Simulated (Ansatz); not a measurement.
TaTe:

```
CELL_PARAMETERS angstrom
3.42009 0.00000 0.00000
0.00000 3.42009 0.00000
0.00000 0.00000 3.42009
ATOMIC_POSITIONS crystal
Ta 0.50000 0.50000 0.50000
Te 0.00000 0.00000 0.00000
```

The cell was built by a generator and needn't be a form met in nature.

Base run:

* Program: Ansatz 0.2.0
* Functional: PBE
* Potentials or basis: Ansatz PAW
* Cutoff: 420 eV (not typed: the program's choice for these potentials)
* k mesh: 8 × 8 × 8
* Occupations: fermi-dirac, width 0.05 eV
* Spin: no spin polarisation
* Hubbard terms: Ta d U = 4 eV

Its results: band gap on the k mesh none (metal or under the smearing width); pressure 5.1 GPa.

**Question.** The run is repeated on the same cell with these changes: hubbard terms from Ta d U = 4 eV to none; hubbard projectors from ortho-atomic (the default) to none. What comes out?

**Answer.** Band gap on the k mesh none (metal or under the smearing width); pressure 0.1 GPa.

Caveats: the density of states is complete only up to the lowest level of the last band computed; U without spin polarisation on a metal has little footing (some runs); the U is typed as a test and isn't derived for this compound (some runs).
